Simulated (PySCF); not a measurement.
# C2H6O3Si: the cost of one run

Programs: PySCF 2.14.0, with density-fitted response routines of our own. Each step states its level of theory. These are calculated values for one molecule in the gas phase, unless marked as measured. Atoms are numbered from 0 throughout.

## Step 1: Starting geometry

12 atoms, charge 0, multiplicity 1; geometry from: GFN2-xTB. The atoms were then displaced at random by about 0.01 Å, so the start is not that level's minimum.

Bonds of the start (Å): C0–C1 1.53, C1–O2 1.21, C1–O3 1.30, O3–Si4 1.72, Si4–O5 1.61, C0–H6 1.07, C0–H7 1.08, C0–H8 1.11, Si4–H9 1.46, Si4–H10 1.44, O5–H11 0.98.

## Step 2: Geometry optimisation at PBE0-D3(BJ)/def2-SVP

What the job is given:

```
{"job": {"xc": "PBE0", "basis": "def2-SVP", "d3": "d3bj", "grid": 1, "shake": 0.01, "kind": "geom"}, "charge": 0, "multiplicity": 1}
C      2.121610     0.014160     0.194590
C      0.625340    -0.260190     0.315610
O      0.154550    -1.094440     1.051000
O     -0.074700     0.491160    -0.484910
Si    -1.779300     0.449440    -0.681840
O     -2.440820    -0.680150     0.252920
H      2.643540    -0.346980     1.055180
H      2.489390    -0.447140    -0.711470
H      2.255760     1.114750     0.101830
H     -2.183840     1.782030    -0.227590
H     -1.944610     0.128820    -2.071030
H     -1.827240    -1.179720     0.829080
```

On the command line:

```sh
OMP_NUM_THREADS=1 python probes_run.py task.json out
```

This one command runs all jobs of the session in turn.

**Question.** How long does this first job take on 1 thread of Arm Neoverse V1, shared host, and how much memory does it need?

About 63 s, with a peak of 0.51 GiB.
